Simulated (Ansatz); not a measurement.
# CuNH2: ionisation energy by level of theory

One table from this session's results is given with a row withheld; the runs are named, their logs left out.

Method: unrestricted cation, the program's frozen cores in correlated methods; program: Ansatz 0.2.0, Gaussian basis.

Plan: UKS PBE-D4/def2-TZVPP; UKS r2SCAN-D4/def2-TZVPP; UKS PBE0-D4/def2-TZVPP; UKS B3LYP-D4/def2-TZVPP; UKS wB97X-V/def2-TZVPP; UKS wB97M-V/def2-TZVPP; UKS B2PLYP/def2-TZVPP; UHF-CCSD(T)/def2-TZVPP; UHF-MP2/def2-QZVPP; extrapolation to the limit; then −ε(HOMO) from the neutral's earlier runs with LDA (SPW92), PBE-D4, revPBE-D4, BLYP-D4, r2SCAN-D4, B97M-V, PBE0-D4, B3LYP-D4, r2SCANh-D4, r2SCAN0-D4, HSE06-D4, BHLYP-D4, CAM-B3LYP-D4, LC-ωPBE, ωB97X-V, ωB97M-V.

## The geometry

The geometry comes from an earlier relaxation with PBE0-D4 in a triple-zeta def2 set; it is a stationary point.

4 atoms, charge 0, spin multiplicity 1.

Atoms are counted from 1 here; the program's logs count them from 0.

Bond lengths: N1–Cu2 1.830 Å, N1–H3 1.019 Å, N1–H4 1.019 Å. Angles: Cu2–N1–H3 107.0°, Cu2–N1–H4 107.0°, H3–N1–H4 104.5°.

As a file:

```
N    -0.2773    0.2509    0.1175
Cu    1.3836   -0.3016    0.6526
H    -0.8624   -0.5815    0.0555
H    -0.1884    0.5719   -0.8459
```

Set-up of the first run:

Input file in.yaml:

```yaml
crystal:
  periodic: [false, false, false]
  atoms:
    - {symbol: N, position_ang: [-0.277274, 0.250886, 0.117513]}
    - {symbol: Cu, position_ang: [1.383590, -0.301574, 0.652607]}
    - {symbol: H, position_ang: [-0.862446, -0.581510, 0.055500]}
    - {symbol: H, position_ang: [-0.188369, 0.571898, -0.845920]}
basis:
  gaussian: {orbitals: def2-TZVPP}
total_charge: 1
magnetization: {spin_polarized: true, initial_magnetization: 1}
hamiltonian: {xc: pbe, dispersion: d4}
```

Steps of the session up to this table: Cation, UKS PBE-D4/def2-TZVPP; Cation, UKS r2SCAN-D4/def2-TZVPP; Cation, UKS PBE0-D4/def2-TZVPP; Cation, UKS B3LYP-D4/def2-TZVPP; Cation, UKS wB97X-V/def2-TZVPP; Cation, UKS wB97M-V/def2-TZVPP; Cation, UKS B2PLYP (frozen core)/def2-TZVPP; Cation, UHF-CCSD(T)/def2-TZVPP; Cation, UHF-MP2/def2-QZVPP.

One table of the session follows, with a row left open; its other results are not shown here.

For comparison, −ε(HOMO) of the neutral from earlier runs:

| functional | −ε(HOMO) (eV) |
| --- | --- |
| LDA (SPW92) | 5.14 |
| PBE-D4 | 4.94 |
| revPBE-D4 | 4.86 |
| BLYP-D4 | ? |
| r2SCAN-D4 | 5.06 |
| B97M-V | 5.12 |
| PBE0-D4 | 6.06 |
| B3LYP-D4 | 5.96 |
| r2SCANh-D4 | 5.52 |
| r2SCAN0-D4 | 6.17 |
| HSE06-D4 | 5.66 |
| BHLYP-D4 | 7.11 |
| CAM-B3LYP-D4 | 7.46 |
| LC-ωPBE | 8.67 |
| ωB97X-V | 8.35 |
| ωB97M-V | 8.33 |

Estimate the missing values for BLYP-D4.

Worked estimate for «−ε(HOMO) (eV)». Against the share of exact exchange, B3LYP-D4 (0.2, 5.96), BHLYP-D4 (0.5, 7.11) give a slope of 3.83 per unit share; at 0 the line stands at 5.19.

**Answer.** −ε(HOMO) (eV): 4.90. In «−ε(HOMO) (eV)» the line misses by +0.29.

To keep in mind: The cation may have settled in a state other than its lowest; no search over hole states beyond the program's own was made.
